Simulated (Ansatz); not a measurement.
# AlCr2C (P6_3/mmc) in Ansatz: reference runs

Reference runs on AlCr2C: the cell as given and a disturbed copy.

Program: Ansatz 0.2.0. These are calculated values, not measurements. Logs are shortened: lines on timing, memory, paths and dates and some standing lists are left out, and cuts for length are marked.

## Step 1: Starting point

The structure is hexagonal, space group P6_3/mmc (No. 194). Conventional cell: a = 2.825 Å, b = 2.825 Å, c = 12.601 Å, α = 90.00°, β = 90.00°, γ = 120.00°. Around Cr (site symmetry 3m) lie 3 C at 1.95 Å. Around Al (site symmetry -6m2) lie 6 Cr at 2.64 Å and 6 Al at 2.83 Å. Around C (site symmetry -3m) lie 6 Cr at 1.95 Å.

The cell comes from a database or a generator and needn't be the stable form of this composition.

## Step 2: Single point, PBEsol, collinear spin, ferromagnetic start

File input.yaml:

```yaml
crystal:
  lattice:
    - [2.8251010646, 0.0, 0.0]
    - [-1.4125505323, 2.4466092902, 0.0]
    - [0.0, 0.0, 12.60137368]
  atoms:
    - { symbol: Cr, position: [0.3333333333, 0.6666666667, 0.08505884], spin: 3.0 }
    - { symbol: Cr, position: [0.6666666667, 0.3333333333, 0.58505884], spin: 3.0 }
    - { symbol: Cr, position: [0.6666666667, 0.3333333333, 0.91494116], spin: 3.0 }
    - { symbol: Cr, position: [0.3333333333, 0.6666666667, 0.41494116], spin: 3.0 }
    - { symbol: Al, position: [0.3333333333, 0.6666666667, 0.75] }
    - { symbol: Al, position: [0.6666666667, 0.3333333333, 0.25] }
    - { symbol: C, position: [0.0, 0.0, 0.0] }
    - { symbol: C, position: [0.0, 0.0, 0.5] }
hamiltonian:
  xc: pbesol
  pseudopotentials: { kind: paw }
magnetization:
  spin_polarized: true
kpoints:
  mp_grid: { grid: [11, 11, 2] }
scf:
  occupations: { method: fermi_dirac, width: 0.05 }
output:
  forces: true
  stress: true
  eigenvalues: true
```

Potentials or basis: Ansatz PAW.

Launch:

```console
> ansatz run input.yaml --threads 4 --pin off --max-ram 11264MiB --backend cpu --events-out ev --progress --plain --runs-dir out
```

What it wrote:

```text
Warning: RAYON_NUM_THREADS=4 ignored (pool sized by the plan → 4); use --threads N
Engine: ansatz 0.2.0, aarch64-unknown-linux-gnu
Pseudopotentials: kind: paw
Pseudopotential: Cr, paw, valence charge 14, recommended cutoff 420 eV (normal), Cr.paw.azcp
Pseudopotential: Al, paw, valence charge 3, recommended cutoff 420 eV (normal), Al.paw.azcp
Pseudopotential: C, paw, valence charge 4, recommended cutoff 420 eV (normal), C.paw.azcp
Functional definition: PBEsol
  exchange = pbesol_x
  correlation = pbesol_c
Crystal: 8 atoms, lattice volume = 87.100 Å³
Basis set: ecut = 420 eV, 1735 PW (Γ), exchange–correlation on 40×40×180 points (8 copies of the dense FFT grid, shifted against one another)
Bands: 50, of which v1, the nominal top of the filled ones, is band 35 counted from 1 (34 counted from 0)
Symmetry: 24 space group operations
Space group: P63/mmc (ITA 194), of the structure as read, at distance tolerance 4.4e-5 Å
Magnetic group: BNS 194.263 (UNI 1493), of the structure as read, at distance tolerance 4.4e-5 Å
k-points: 32 of 242
Non-local potential: Cr, projectors of the file, l = 0: 3, l = 1: 2, l = 2: 3, l = 3: 1
Non-local potential: Al, projectors of the file, l = 0: 2, l = 1: 2, l = 2: 1
Non-local potential: C, projectors of the file, l = 0: 2, l = 1: 2, l = 2: 1
PAW form: soft (Blöchl's): semilocal exchange-correlation on the pseudo side does not see the compensation charge
PAW frozen core: Cr, regenerated for the run's functional, and the local potential with it (the file was generated under x = pbe(κ = 0.804, μ = 0.2195149727645171), c = pbe(β = 0.06672455060314922))
PAW frozen core: Al, regenerated for the run's functional, and the local potential with it (the file was generated under x = pbe(κ = 0.804, μ = 0.2195149727645171), c = pbe(β = 0.06672455060314922))
[... 28 lines left out ...]
SCF converged after 14 iterations
Magnetization: 0.0000 μB (35.0000 up, 35.0000 down)
Absolute magnetization: 0.0000 μB (∫|ρ↑−ρ↓|, with the PAW one-centre terms)
Spin contamination: 0.0000 ħ² per cell (⟨S²⟩ above its minimum at these occupations)
Per-site moments (μB) at R_I (Å): [(1.7640517272884343e-7, 0.8050916623503593), (1.764051725646318e-7, 0.8050916623503594), (1.7640517262737204e-7, 0.8050916623503594), (1.7640517272257994e-7, 0.8050916623503594), (-1.5805172644731496e-8, 1.0898511806310334), (-1.5805172693714895e-8, 1.0898511806310331), (-3.726478308049881e-8, 0.8050916623503593), (-3.7264783082832646e-8, 0.8050916623503594)]
Free energy (F): -14941.085635 eV
Harris-Foulkes:  -14941.085635 eV  (|F-HF|=1.02e-10)
Internal energy: -14941.028107 eV  (E = F + TS)
E sigma→0 (E₀):  -14941.056871 eV
Entropy (-TS):   -0.057529 eV (-7.191 meV/atom)
Fermi energy:    15.021933 eV
--- Per-component energies (eV) ---
  E_band       = -720.455317
  E_kinetic    = 1607.860842
  E_local      = -8492.811515  (includes V_loc(G=0)·N_el)
  E_nonlocal   = 395.665382
  E_hartree    = 3820.646753
  E_xc         = -735.123035
  E_vxc        = -895.859578  (∫ρ·V_xc dr)
  E_paw        = -5769.082589  (= ΣΔE_a)
  E_vpaw       = -976.604127  (= ΣTr[D̂ρ^β])
  E_aug_tail   = 0.001399  (compensation charges beyond the density's cutoff)
  E_ewald      = -5768.905821
  E_core_change = 0.720477  (= ΣΔE_core)
  E_smearing   = -0.057529  (= −TS)
  E_closure    = -0.000000  (closes the sum)
  Σ components = -14941.085635   (vs F -14941.085635, Δ=0.00e0)
--- Forces (eV/Å), atoms counted from 1 ---
  atom   1  Cr    -0.00000000     0.00000000    -0.28401738
  atom   2  Cr    -0.00000000    -0.00000000    -0.28401738
  atom   3  Cr     0.00000000    -0.00000000     0.28401738
  atom   4  Cr    -0.00000000     0.00000000     0.28401738
  atom   5  Al    -0.00000000     0.00000000     0.00000000
  atom   6  Al    -0.00000000    -0.00000000     0.00000000
  atom   7  C     -0.00000000     0.00000000     0.00000000
  atom   8  C     -0.00000000     0.00000000     0.00000000
  max |Σ_I F_I| component: 5.09e-17 eV/Å
--- Stress (GPa, compression-positive) ---
       -3.228632      -0.000000       0.000000
        0.000000      -3.228632       0.000000
        0.000000       0.000000      -2.288576
  P = ⅓ Tr σ = -2.9153 GPa (-29.153 kbar)
--- Band table (eV; the first three rows and the last of 64) ---
  k-point 0 ↑: bands = ["-56.6078", "-56.6077", "-56.5524", "-56.5524", "-28.2060", "-28.2043", "-27.9793", "-27.9793", "-27.9792", "-27.9792", "-27.9391", "-27.9391", "-27.9391", "-27.9391", "-27.8990", "-27.8972", "1.5485", "1.6495", "5.3624", "6.1280", "7.6509", "8.8262", "11.0384", "11.0384", "11.0408", "11.0408", "11.7739", "12.5448", "13.5418", "13.8029", "13.9260", "13.9260", "13.9418", "13.9418", "14.8044", "14.8044", "14.8362", "14.8362", "15.6119", "15.6119", "15.6607", "15.6607", "17.7988", "18.4261", "20.1566", "20.5829", "20.5829", "20.6405", "20.6405", "21.3451"]
  k-point 1 ↑: bands = ["-56.6078", "-56.6078", "-56.5524", "-56.5524", "-28.2051", "-28.2051", "-27.9793", "-27.9793", "-27.9793", "-27.9793", "-27.9391", "-27.9391", "-27.9391", "-27.9391", "-27.8981", "-27.8981", "1.5975", "1.5975", "5.6784", "5.6784", "8.2778", "8.2778", "11.0397", "11.0397", "11.0397", "11.0397", "12.1654", "12.1654", "13.6961", "13.6961", "13.9338", "13.9338", "13.9338", "13.9338", "14.8199", "14.8199", "14.8199", "14.8199", "15.6368", "15.6368", "15.6368", "15.6368", "18.0580", "18.0580", "20.6117", "20.6117", "20.6117", "20.6117", "20.7713", "20.7713"]
  k-point 2 ↑: bands = ["-56.6037", "-56.6037", "-56.5503", "-56.5503", "-28.2008", "-28.1992", "-28.0075", "-28.0074", "-27.9877", "-27.9877", "-27.9578", "-27.9577", "-27.9417", "-27.9416", "-27.8966", "-27.8950", "1.6966", "1.7891", "5.5645", "6.2721", "7.8610", "8.9842", "10.6244", "10.8191", "11.0635", "11.0659", "12.0163", "12.5000", "13.5230", "13.7428", "13.7492", "13.8916", "14.0346", "14.0538", "14.5730", "14.7589", "14.7803", "14.7933", "15.6688", "15.6816", "15.7197", "15.7976", "17.8697", "18.6490", "20.2307", "20.4602", "20.4874", "20.5526", "20.6164", "21.6566"]
  k-point 31 ↓: bands = ["-56.5392", "-56.5392", "-56.5334", "-56.5334", "-28.2451", "-28.2451", "-28.2046", "-28.2046", "-28.1796", "-28.1796", "-28.1016", "-28.1016", "-27.9648", "-27.9648", "-27.9424", "-27.9424", "3.8948", "3.8948", "8.8897", "8.8897", "9.4887", "9.4887", "10.4864", "10.4864", "11.5933", "11.5933", "12.0228", "12.0228", "12.6129", "12.6129", "13.0039", "13.0039", "13.7730", "13.7730", "15.3330", "15.3330", "15.8294", "15.8294", "16.4153", "16.4153", "16.6201", "16.6201", "16.8049", "16.8049", "18.2239", "18.2239", "19.0431", "19.0431", "19.2387", "19.2387"]
```

Run time: 8.4 s. Hardware: 4 threads of Arm Neoverse V2, shared host; peak memory 0.59 GiB.

What came out:

| Item | Value |
| --- | --- |
| Free energy | -14941.0856 eV |
| Pressure | -2.9 GPa |
| Largest force | 0.284 eV/Å |
| Band gap on the k mesh | none (metal or under the smearing width) |
| Net moment | 0.00 μB per cell |
| Absolute moment | 0.00 μB per cell |

Forces in eV/Å, atoms in the order of the input:
```
Cr   0.000  0.000 -0.284
Cr   0.000  0.000 -0.284
Cr   0.000  0.000  0.284
Cr   0.000  0.000  0.284
Al   0.000  0.000  0.000
Al   0.000  0.000  0.000
C    0.000  0.000  0.000
C    0.000  0.000  0.000
```

Caveat: the starting moments collapsed, and a magnetic state may lie lower; the PAW data sets come from PBE, with cores solved anew for the run's functional, which leaves a small shift of forces and pressure; the starting moments weren't kept.

## Step 3: Single point, PBEsol, collinear spin, ferromagnetic start (atoms moved at random, drawn with an rms of 0.05 Å)

File input.yaml:

```yaml
crystal:
  lattice:
    - [2.8251010646, 0.0, 0.0]
    - [-1.4125505323, 2.4466092902, 0.0]
    - [0.0, 0.0, 12.60137368]
  atoms:
    - { symbol: Cr, position: [0.338132, 0.678783, 0.085529], spin: 3.0 }
    - { symbol: Cr, position: [0.670472, 0.329655, 0.582553], spin: 3.0 }
    - { symbol: Cr, position: [0.635429, 0.310812, 0.913598], spin: 3.0 }
    - { symbol: Cr, position: [0.335809, 0.666464, 0.413706], spin: 3.0 }
    - { symbol: Al, position: [0.32455, 0.664671, 0.752661] }
    - { symbol: Al, position: [0.638836, 0.333659, 0.247978] }
    - { symbol: C, position: [-0.009264, 0.009633, -0.001293] }
    - { symbol: C, position: [0.013949, -0.012079, 0.500518] }
hamiltonian:
  xc: pbesol
  pseudopotentials: { kind: paw }
magnetization:
  spin_polarized: true
kpoints:
  mp_grid: { grid: [11, 11, 2] }
scf:
  occupations: { method: fermi_dirac, width: 0.05 }
output:
  forces: true
  stress: true
  eigenvalues: true
```

Potentials or basis: Ansatz PAW.

Launch:

```console
> ansatz run input.yaml --threads 4 --pin off --max-ram 11264MiB --backend cpu --events-out ev --progress --plain --runs-dir out
```

It took 60 s on 4 threads of Arm Neoverse V2, shared host; peak memory 0.93 GiB.

Results (log left out):

| Item | Value |
| --- | --- |
| Free energy | -14940.9744 eV |
| Pressure | -2.5 GPa |
| Largest force | 1.106 eV/Å |
| Band gap on the k mesh | none (metal or under the smearing width) |
| Net moment | 0.00 μB per cell |
| Absolute moment | 0.00 μB per cell |

Forces on the atoms (eV/Å):
```
Cr  -0.448 -0.229 -0.651
Cr   0.303 -0.167  0.378
Cr   0.297  0.824  0.495
Cr   0.337 -0.262  0.337
Al   0.008 -0.076 -0.513
Al   0.252  0.016  0.187
C    0.123 -0.564  0.268
C   -0.873  0.458 -0.501
```

Stress tensor (GPa, compression positive):
```
-2.88 -0.05 -0.98
-0.05 -3.14 -1.01
-0.98 -1.01 -1.51
```

Levels at points of the mesh, in eV from the Fermi level:
Spin up:
```csv
k point,band 31,band 32,band 33,band 34,band 35,band 36,band 37,band 38
"(0.00, 0.00, 0.00)",-1.10,-1.10,-1.07,-1.01,-0.30,-0.21,-0.19,-0.11
"(0.00, 0.00, -0.50)",-1.10,-1.10,-1.07,-1.02,-0.30,-0.21,-0.19,-0.11
```
Spin down:
```tsv
k point	band 30	band 31	band 32	band 33	band 34	band 35	band 36	band 37	band 38	band 39
(0.00, 0.00, 0.00)	-1.24	-1.10	-1.10	-1.07	-1.01	-0.30	-0.21	-0.19	-0.11	0.48
(0.00, 0.00, -0.50)	-1.29	-1.10	-1.10	-1.07	-1.02	-0.30	-0.21	-0.19	-0.11	0.48
```

Caveat: the starting moments collapsed, and a magnetic state may lie lower; the PAW data sets come from PBE, with cores solved anew for the run's functional, which leaves a small shift of forces and pressure; the starting moments weren't kept.
